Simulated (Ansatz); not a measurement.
# Sn3Se: the cost of one run

Method: DFT PBE, scalar-relativistic, plane waves, PAW, in Ansatz 0.2.0.

**1. Starting point**

The structure is cubic, space group Fm-3m (No. 225). The conventional cell has a = 7.456 Å, b = 7.456 Å, c = 7.456 Å, α = 90.00°, β = 90.00°, γ = 90.00°. Sn (site symmetry -43m) is surrounded by 4 Sn at 3.23 Å and 4 Se at 3.23 Å. Sn (site symmetry m-3m) has 8 Sn at 3.23 Å in its first shell of neighbours. Se (site symmetry m-3m) has 8 Sn at 3.23 Å in its first shell of neighbours.

Structure file:

```xyz
4
Lattice="0.0000 3.7280 3.7280 3.7280 0.0000 3.7280 3.7280 3.7280 0.0000" Properties=species:S:1:pos:R:3 pbc="T T T"
Sn    1.8640    1.8640    1.8640
Sn    5.5919    5.5919    5.5919
Sn    3.7280    3.7280    3.7280
Se    0.0000    0.0000    0.0000
```

It goes back to an entry of the Materials Project, which need not be the stable form.

It is the result of an earlier relaxation at this level (volume 25.90 Å³/atom; gap on the mesh: none (metal)).

**2. The reference cell**

Reference values: F = -23541.5793 eV; pressure 0.14 GPa; largest force 0.000 eV/Å; gap on the mesh none (metal). It was computed beforehand with the settings of the runs below.

**3. Setting up energy and stress against strain**

The cell is strained by ε times the Voigt pattern (0, 0, 1, 0, 0, 0) (xx, yy, zz, yz, xz, xy; engineering shear), with fractional coordinates fixed (clamped ions). The stress on the pattern is the sum of the stress components weighted by it, tension positive.

**4. ε = -0.1000**

input.yaml

```yaml
crystal:
  lattice:
    - [0.0, 3.7279542406, 3.3551588165]
    - [3.7279542406, 0.0, 3.3551588165]
    - [3.7279542406, 3.7279542406, 0.0]
  atoms:
    - { symbol: Sn, position: [0.25, 0.25, 0.25] }
    - { symbol: Sn, position: [0.75, 0.75, 0.75] }
    - { symbol: Sn, position: [0.5, 0.5, 0.5] }
    - { symbol: Se, position: [0.0, 0.0, 0.0] }
basis:
  ecutwfc: 420
kpoints:
  mp_grid: { grid: [12, 12, 12] }
hamiltonian:
  xc: pbe
scf:
  occupations: { method: gaussian, width: 0.15 }
output:
  forces: true
  stress: true
  eigenvalues: true
```

Command:

```bash
$ ansatz run input.yaml --threads 1 --pin off --max-ram 2560MiB --backend cpu --events-out ev --progress --plain --runs-dir out
```

What time and memory should one allow on 1 thread of Intel Xeon at 2.70GHz, shared host?

About 32 s, with a peak of 0.65 GiB.
